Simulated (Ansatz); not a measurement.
**B5Pt: a closer look at a trial structure**

Aim: for this structure of B5Pt, see whether it has a gap, which orbitals make up the states near it and how charge is shared.

Computed with Ansatz 0.2.0 (DFT PBE, scalar-relativistic, plane waves, PAW, unless a step's input says otherwise).

## Step 1: The system as given

It takes space group P-62m (No. 189, hexagonal). The conventional cell has a = 5.141 Å, b = 5.141 Å, c = 2.347 Å, α = 90.00°, β = 90.00°, γ = 120.00°. B (site symmetry -6) is surrounded by 6 B at 2.00 Å. B (site symmetry m2m) is surrounded by 6 B at 2.00 to 2.35 Å and 2 Pt at 2.26 Å. Pt (site symmetry -62m) is surrounded by 6 B at 2.26 Å and 2 Pt at 2.35 Å.

Structure file:

```cif
data_structure
_symmetry_space_group_name_H-M 'P-62m'
_symmetry_Int_Tables_number 189
_cell_length_a 5.1411
_cell_length_b 5.1411
_cell_length_c 2.3467
_cell_angle_alpha 90.000
_cell_angle_beta 90.000
_cell_angle_gamma 120.000
_cell_volume 53.71
loop_
_atom_site_label
_atom_site_type_symbol
_atom_site_symmetry_multiplicity
_atom_site_Wyckoff_symbol
_atom_site_fract_x
_atom_site_fract_y
_atom_site_fract_z
_atom_site_occupancy
B1 B 2 d 0.66667 0.33333 0.50000 1
B2 B 3 f 0.37549 0.00000 0.00000 1
Pt1 Pt 1 b 0.00000 0.00000 0.50000 1
```

The cell was relaxed beforehand at this level, from a database cell with other species swapped in; it is a trial structure. At a tolerance of 0.05 Å it has space group P-62m (No. 189); it has 8.95 Å³/atom, an uncorrected energy of +1.11 eV/atom over the elements.

## Step 2: Static run: bands, density of states and charges

The input, input.yaml:

```yaml
crystal:
  lattice:
    - [5.1410958864, 0.0, 0.0]
    - [-2.5705479432, 4.4523196409, 0.0]
    - [0.0, 0.0, 2.3466697711]
  atoms:
    - { symbol: B, position: [0.6666666667, 0.3333333333, 0.5] }
    - { symbol: B, position: [0.375490652, 0.0, 0.0] }
    - { symbol: B, position: [0.624509348, 0.624509348, 0.0] }
    - { symbol: B, position: [0.0, 0.375490652, 0.0] }
    - { symbol: B, position: [0.3333333333, 0.6666666667, 0.5] }
    - { symbol: Pt, position: [0.0, 0.0, 0.5] }
basis:
  ecutwfc: 420
kpoints:
  mp_grid: { grid: [12, 12, 16] }
  band_path:
    path:
      - [[0.0, 0.0, 0.0], [0.5, 0.0, 0.0], [0.33333333, 0.33333333, 0.0], [0.0, 0.0, 0.0], [0.0, 0.0, 0.5], [0.5, 0.0, 0.5], [0.33333333, 0.33333333, 0.5], [0.0, 0.0, 0.5]]
      - [[0.5, 0.0, 0.5], [0.5, 0.0, 0.0]]
      - [[0.33333333, 0.33333333, 0.5], [0.33333333, 0.33333333, 0.0]]
    npoints: 14
hamiltonian:
  xc: pbe
scf:
  occupations: { method: gaussian, width: 0.1 }
  n_extra_bands: 15
output:
  forces: true
  stress: true
  eigenvalues: true
  populations: true
  dos: { projected: true, de: 0.02, nscf_kmesh: { grid: [15, 15, 20] } }
  bader: true
  write_density: true
  write_potential: true
  elf: true
  volumetric_format: npy
```

On the command line:

```bash
ansatz run input.yaml --threads 1 --pin off --max-ram 2560MiB --backend cpu --events-out ev --progress --plain --runs-dir out
```

The log of the run:

```text
Warning: RAYON_NUM_THREADS=1 ignored (pool sized by the plan → 1); use --threads N
scf.n_extra_bands = 15 over 17 filled bands (N_el = 33.0): the run solves 32 bands
Engine: ansatz 0.2.0, aarch64-unknown-linux-gnu
Pseudopotentials: kind: paw
Pseudopotential: B, paw, valence charge 3, recommended cutoff 420 eV (normal), B.paw.azcp
Pseudopotential: Pt, paw, valence charge 18, recommended cutoff 420 eV (normal), Pt.paw.azcp
Functional definition: PBE
  parameter kappa = 0.804
  parameter beta = 0.06672455060314922
  exchange = pbe_x(kappa = kappa, mu = beta*pi^2/3)
  correlation = pbe_c(beta = beta)
Crystal: 6 atoms, lattice volume = 53.715 Å³
Basis set: ecut = 420 eV, 1045 PW (Γ), exchange–correlation on 72×72×32 points (8 copies of the dense FFT grid, shifted against one another)
Bands: 32, of which v1, the nominal top of the filled ones, is band 17 counted from 1 (16 counted from 0)
Symmetry: 12 space group operations
Space group: P-62m (ITA 189), of the structure as read, at distance tolerance 3.8e-5 Å
k-points: 171 of 2304 (time reversal used)
Non-local potential: B, projectors of the file, l = 0: 2, l = 1: 2, l = 2: 1
Non-local potential: Pt, projectors of the file, l = 0: 3, l = 1: 2, l = 2: 2, l = 3: 1
PAW form: soft (Blöchl's): semilocal exchange-correlation on the pseudo side does not see the compensation charge
PAW one-centre angular grid: B, 110 points (default); XC on 64 Gauss nodes
PAW one-centre angular grid: Pt, 590 points (default); XC on 64 Gauss nodes
Initial density: superposition of atomic densities (neutral atoms: chi_scale 0, normalization atom), corrected by the library's trained network
Initial wavefunctions: pseudopotential atomic-orbital guess
Functional: x = pbe(κ = 0.804, μ = 0.2195149727645171), c = pbe(β = 0.06672455060314922)
SCF iter   1: F=—  HF=-13295.925457 eV  |F-HF|=—  |Δ(HF+E_count)|=         —  Δρ=9.89e-3  dr2=5.97e-2  ethr=1.77e-3  ⟨swp⟩=5.1  Hψ=23699  notcnv=0  defer=351
preconditioner: auto → Kerker (q_TF=auto, 2.516 Å⁻¹)  [metal: Δε(μ)=0.001 eV  Ē_g=13.459 eV  σ=0.100 eV  W_gap=0.00  n_scr=12 (ndim 8)  ℏωp=25.3 eV  f_vac=0.000  D(μ)=2.34/eV (n_scr^D=14)]
SCF iter   2: F=—  HF=-13295.919990 eV  |F-HF|=—  |Δ(HF+E_count)|=   5.47e-3  Δρ=5.67e-3  dr2=2.39e-2  ethr=1.81e-4  ⟨swp⟩=1.0  Hψ=6840  notcnv=0  defer=503
SCF iter   3: F=—  HF=-13295.915582 eV  |F-HF|=—  |Δ(HF+E_count)|=   4.41e-3  Δρ=6.97e-4  dr2=4.21e-4  ethr=7.23e-5  ⟨swp⟩=2.5  Hψ=5653  notcnv=0  defer=503
SCF iter   4: F=—  HF=-13295.915483 eV  |F-HF|=—  |Δ(HF+E_count)|=   9.92e-5  Δρ=1.29e-4  dr2=1.16e-5  ethr=1.28e-6  ⟨swp⟩=2.4  Hψ=6049  notcnv=0  defer=503
SCF iter   5: F=—  HF=-13295.915480 eV  |F-HF|=—  |Δ(HF+E_count)|=   2.28e-6  Δρ=2.49e-5  dr2=3.63e-7  ethr=3.51e-8  ⟨swp⟩=1.8  Hψ=5080  notcnv=0  defer=503
SCF iter   6: F=-13295.915480 eV  HF=-13295.915480 eV  |F-HF|=1.78e-10  |Δ(HF+E_count)|=   3.23e-8  Δρ=3.94e-6  dr2=5.81e-9  ethr=3.03e-10  ⟨swp⟩=12.1  Hψ=35027  notcnv=0
SCF 1 converged in 6 iterations: F = -13295.915480 eV  dr2 = 5.81e-9
NSCF: frozen V_eff on 129 k-points
NSCF: frozen V_eff on 297 k-points
SCF converged after 6 iterations
Free energy (F): -13295.915480 eV
Harris-Foulkes:  -13295.915480 eV  (|F-HF|=1.78e-10)
Internal energy: -13295.902896 eV  (E = F + TS)
E sigma→0 (E₀):  -13295.909188 eV
Entropy (-TS):   -0.012584 eV (-2.097 meV/atom)
Fermi energy:    13.670680 eV
--- Per-component energies (eV) ---
  E_band       = -214.578986
  E_kinetic    = 865.104813
  E_local      = -2782.113202  (includes V_loc(G=0)·N_el)
  E_nonlocal   = 258.967377
  E_hartree    = 1117.626812
  E_xc         = -418.751491
  E_vxc        = -489.045291  (∫ρ·V_xc dr)
  E_paw        = -9846.771206  (= ΣΔE_a)
  E_vpaw       = -302.747073  (= ΣTr[D̂ρ^β])
  E_aug_tail   = 0.000177  (compensation charges beyond the density's cutoff)
  E_ewald      = -2489.966176
  E_smearing   = -0.012584  (= −TS)
  E_closure    = 0.000000  (closes the sum)
  Σ components = -13295.915480   (vs F -13295.915480, Δ=0.00e0)
--- Forces (eV/Å), atoms counted from 1 ---
  atom   1  B      0.00000000     0.00000000     0.00000000
  atom   2  B     -0.00242244     0.00000000     0.00000000
  atom   3  B      0.00121122     0.00209789     0.00000000
  atom   4  B      0.00121122    -0.00209789     0.00000000
  atom   5  B      0.00000000     0.00000000     0.00000000
  atom   6  Pt    -0.00000000     0.00000000     0.00000000
  max |Σ_I F_I| component: 2.17e-16 eV/Å
--- Stress (GPa, compression-positive) ---
        0.020769       0.000000       0.000000
       -0.000000       0.020769       0.000000
        0.000000       0.000000      -0.032526
  P = ⅓ Tr σ = 0.0030 GPa (0.030 kbar)
--- Band table (eV; the first three rows and the last of 171) ---
  k-point 0: bands = ["-85.8459", "-40.0478", "-40.0478", "-39.6663", "-0.9874", "3.9253", "3.9253", "3.9461", "4.3677", "7.5082", "7.5082", "8.9521", "10.0379", "10.0379", "12.0709", "12.0709", "15.4734", "15.4734", "17.3131", "21.2489", "21.2489", "21.4173", "21.7960", "21.7960", "22.2900", "23.1063", "25.3617", "26.5679", "26.5679", "26.8774", "27.7299", "27.7299"]
  k-point 1: bands = ["-85.8418", "-40.0420", "-40.0420", "-39.7212", "-0.8928", "3.9947", "3.9947", "4.0252", "4.6219", "7.5189", "7.5189", "9.0191", "10.0893", "10.0893", "11.8475", "11.8475", "15.6922", "15.6922", "16.7245", "20.8803", "21.2981", "21.2981", "21.3243", "21.3243", "22.3441", "23.1388", "25.4405", "26.3692", "26.3692", "26.5457", "27.8078", "27.8078"]
  k-point 2: bands = ["-85.8300", "-40.0254", "-40.0254", "-39.8759", "-0.6131", "4.1987", "4.1987", "4.2614", "5.3665", "7.5144", "7.5144", "9.2079", "10.2369", "10.2369", "11.4026", "11.4026", "15.3338", "16.1972", "16.1972", "19.5770", "20.1364", "20.1364", "21.4661", "21.4661", "22.4753", "23.2147", "25.6054", "25.6130", "25.6130", "25.6901", "27.8832", "27.8832"]
  k-point 170: bands = ["-85.7366", "-41.0245", "-39.8936", "-39.8936", "4.5939", "4.5939", "6.0237", "6.0237", "6.7394", "7.2064", "7.2064", "9.2811", "10.1317", "10.1317", "13.2959", "14.6401", "14.6634", "14.6634", "14.7230", "14.7230", "16.8964", "16.9301", "19.2089", "19.2089", "19.8091", "22.1231", "22.1231", "23.3493", "23.3493", "25.4981", "25.8767", "26.4276"]
--- Löwdin populations: 6 sites ---
  site symbol       q [e]
     0      B      3.0886
     1      B      3.1417
     2      B      3.1417
     3      B      3.1417
     4      B      3.0886
     5     Pt     17.2499
  spilling = 0.004474 (of n_electrons = 33.000000)
--- Bader charges: 6 sites ---
  site symbol  charge [e]  shift [e]
     0      B     -0.0619     0.0001
     1      B      0.1535     0.0015
     2      B      0.1535     0.0015
     3      B      0.1535     0.0015
     4      B     -0.0619     0.0001
     5     Pt     -0.3367     0.0044
  estimated error of the sums over rays = 7.0e-4 e
```

Wall time 1.8 min (1 thread of Arm Neoverse V2, shared host); peak memory 0.56 GiB.

Site by site:

```tsv
atom	Löwdin electrons	Bader charge (e)	Bader volume (Å³)
B1	3.09	-0.06	8.0
B2	3.14	+0.15	7.4
B3	3.14	+0.15	7.4
B4	3.14	+0.15	7.4
B5	3.09	-0.06	8.0
Pt6	17.25	-0.34	15.4
```

From bands.tsv, the levels nearest the Fermi level at the path's corners, in eV from the Fermi level:

| point | band 13 | band 14 | band 15 | band 16 | band 17 | band 18 | band 19 | band 20 |
| --- | --- | --- | --- | --- | --- | --- | --- | --- |
| Γ | -3.63 | -3.63 | -1.60 | -1.60 | 1.80 | 1.80 | 3.64 | 7.58 |
| M | -2.97 | -1.66 | -1.61 | -1.38 | -1.22 | 0.21 | 4.79 | 5.37 |
| K | -3.61 | -2.77 | -1.64 | -1.64 | 0.26 | 0.26 | 5.14 | 5.14 |
| Γ | -3.63 | -3.63 | -1.60 | -1.60 | 1.80 | 1.80 | 3.64 | 7.58 |
| A | -1.72 | -1.72 | -1.47 | -1.47 | -1.02 | -0.69 | 1.07 | 1.07 |
| L | -3.63 | -3.07 | -1.35 | -0.72 | 1.00 | 1.54 | 1.90 | 2.34 |
| H | -3.54 | -3.54 | -0.38 | 0.97 | 0.99 | 0.99 | 1.05 | 1.05 |
| A | -1.72 | -1.72 | -1.47 | -1.47 | -1.02 | -0.69 | 1.07 | 1.07 |
| L | -3.63 | -3.07 | -1.35 | -0.72 | 1.00 | 1.54 | 1.90 | 2.34 |
| M | -2.97 | -1.66 | -1.61 | -1.38 | -1.22 | 0.21 | 4.79 | 5.37 |
| H | -3.54 | -3.54 | -0.38 | 0.97 | 0.99 | 0.99 | 1.05 | 1.05 |
| K | -3.61 | -2.77 | -1.64 | -1.64 | 0.26 | 0.26 | 5.14 | 5.14 |

States per cell in windows of 1 eV, from dos.tsv and pdos.tsv (zero at the Fermi level):

```
from  to  total  B 2s  B 2p  Pt 5d
  -8  -7   2.17  0.30  1.02   0.79
  -7  -6   2.78  0.17  1.45   1.11
  -6  -5   1.86  0.06  1.00   0.76
  -5  -4   2.09  0.18  0.82   1.01
  -4  -3   2.88  0.25  1.00   1.55
  -3  -2   1.86  0.14  0.84   0.82
  -2  -1   2.82  0.41  1.21   1.13
  -1   0   1.75  0.47  0.94   0.29
   0   1   2.12  0.46  1.26   0.32
   1   2   1.75  0.39  1.11   0.18
   2   3   1.82  0.41  1.15   0.18
   3   4   1.95  0.37  1.33   0.17
   4   5   1.43  0.29  0.99   0.09
   5   6   1.68  0.31  1.20   0.10
```

Below -8 eV lie 15 or so more states.

Density in a lattice plane of the grid's cell (edges 5.14 and 5.14 Å, at 0.500 of the third edge), which holds B and Pt.

Values in e/Å³, 12 rows by 12 columns:
```
 8.30  3.10  0.59  0.31  0.35  0.36  0.25  0.15  0.16  0.51  3.01  8.11
 1.81  0.51  0.25  0.32  0.50  0.52  0.35  0.22  0.24  0.56  1.74  3.01
 0.28  0.16  0.23  0.48  0.63  0.61  0.48  0.31  0.31  0.42  0.56  0.51
 0.11  0.15  0.35  0.57  0.31  0.65  0.50  0.35  0.32  0.31  0.24  0.16
 0.14  0.25  0.52  0.66  0.59  0.52  0.36  0.33  0.35  0.31  0.22  0.15
 0.25  0.36  0.50  0.48  0.35  0.25  0.25  0.36  0.50  0.48  0.35  0.25
 0.33  0.35  0.31  0.22  0.15  0.14  0.25  0.52  0.65  0.61  0.52  0.36
 0.32  0.31  0.25  0.16  0.11  0.15  0.35  0.59  0.31  0.63  0.50  0.35
 0.44  0.58  0.49  0.27  0.16  0.22  0.48  0.66  0.57  0.48  0.32  0.31
 1.88  3.02  1.68  0.49  0.25  0.31  0.50  0.52  0.35  0.23  0.25  0.59
 8.24  8.16  3.02  0.58  0.31  0.35  0.36  0.25  0.15  0.16  0.51  3.10
12.08  8.24  1.88  0.44  0.32  0.33  0.25  0.14  0.11  0.28  1.81  8.30
```
Columns run along the first of these edges and rows up along the second, over one cell in 12 and 12 even steps from the bottom left corner. Atoms in the plane (fractional): B at (0.67, 0.33), B at (0.33, 0.67), Pt at (0.00, 0.00).

ELF in the same plane.

Ten even steps from ' ' (0.01) to '@' (0.74):
```
@@%%%%**==----==++++**++==--......::--++**%%%%@@
%%##**==------++**##%%##++--::....::--++**%%%%%%
##++==--::--++##@@@@@@%%**++--::::----==**######
==--::::::==##@@@@%%######**++--------====++++++
::::..::==**%%##++----**%%%%**==----------------
......--++##++::    --%%@@%%**==----------::::..
  ..::++##**--    ..**@@@@##**======----::::....
..::==##%%##==..::++@@@@%%**++++++++++==--::....
::==**%%@@@@##++**%%%%##++++++**##%%##**++==--::
==++##@@@@@@%%####**++====++##@@@@@@%%####**++==
++++**##%%##**++==--::--==##@@@@%%****##%%%%**++
++++++++++==--::......--++%%%%**--..--##@@@@##++
====----::::....    ..==**##==..    ==%%@@%%**++
--------::::::......::++##**::    ::**@@%%**++==
------------::::..::==**%%##++----**%%##**==----
==++++++++==--::::--++%%@@@@%%######**==--------
**######**++----::==**%%@@@@@@##**==--::::--==++
%%%%%%%%##++------==**##%%##**==--::..::--==**##
@@@@@@%%**==------==++**++==--::....::--==**%%%%
@@@@%%##++==----====++++==--....  ..::==**%%@@@@
```
Columns run along the first of these edges and rows up along the second, over one cell in 24 and 20 even steps from the bottom left corner. Atoms in the plane (fractional): B at (0.67, 0.33), B at (0.33, 0.67), Pt at (0.00, 0.00).

Both are smooth fields of the valence electrons: close to the nuclei they are not physical.

Outside the cores ELF peaks at 0.80 on the B–B line, 0.8 Å from B; 0.73 beside B, off the lines to its neighbours, 0.7 Å from B.

## Step 3: The same system, input altered

The input, input.yaml:

```yaml
crystal:
  lattice:
    - [5.1410958864, 0.0, 0.0]
    - [-2.5705479432, 4.4523196409, 0.0]
    - [0.0, 0.0, 2.3466697711]
  atoms:
    - { symbol: B, position: [0.6666666667, 0.3333333333, 0.5] }
    - { symbol: B, position: [0.375490652, 0.0, 0.0] }
    - { symbol: B, position: [0.624509348, 0.624509348, 0.0] }
    - { symbol: B, position: [0.0, 0.375490652, 0.0] }
    - { symbol: B, position: [0.3333333333, 0.6666666667, 0.5] }
    - { symbol: Pt, position: [0.0, 0.0, 0.5] }
basis:
  ecutwfc: 420
kpoints:
  mp_grid: { grid: [12, 12, 16] }
hamiltonian:
  xc: pbe
  hubbard: { sites: [{ species: Pt, l: f, u_eff: 4.0 }] }
scf:
  occupations: { method: gaussian, width: 0.1 }
  max_iter: 100
output:
  forces: true
  eigenvalues: true
  stress: true
```

On the command line:

```bash
ansatz run input.yaml --threads 1 --pin off --max-ram 2560MiB --backend cpu --events-out ev --progress --plain --runs-dir out
```

The log of the run:

```text
Error: inconsistent input (hamiltonian.hubbard.sites[].l, hamiltonian.hubbard.sites[].shell): hamiltonian.hubbard: the Pt pseudopotential carries no l=3 pseudo-atomic shell — pick an l its table provides
```

Run time: 0.09 s. Hardware: 1 thread of Arm Neoverse V2, shared host; peak memory 0.076 GiB.

## Step 4: Diagnosis

The program refused the input before any cycle. It says: «inconsistent input (hamiltonian.hubbard.sites[].l, hamiltonian.hubbard.sites[].shell): hamiltonian.hubbard: the Pt pseudopotential carries no l=3 pseudo-atomic shell — pick an l its table provides»

The suspect setting: hamiltonian.hubbard.sites is [{species: Pt, l: f, u_eff: 4.0}]. The Hubbard term names a species or shell that the system's potentials don't have.

What to do: delete hamiltonian.hubbard.sites.

## Step 5: Results

```
                 quantity                         value
                      gap                  none (metal)
states at the Fermi level          2.14 per eV per cell
            Bader charges  B -0.06 to +0.15, Pt -0.34 e
```

In words: There is no gap at this level. Of the projected weight within 0.25 eV of the Fermi level, the largest part is B 2p (57 %) and B 2s (26 %). Charge transfer between the atoms is small (Bader charges up to 0.3 e). Spin-orbit coupling is left out, which matters for the bands of Pt.
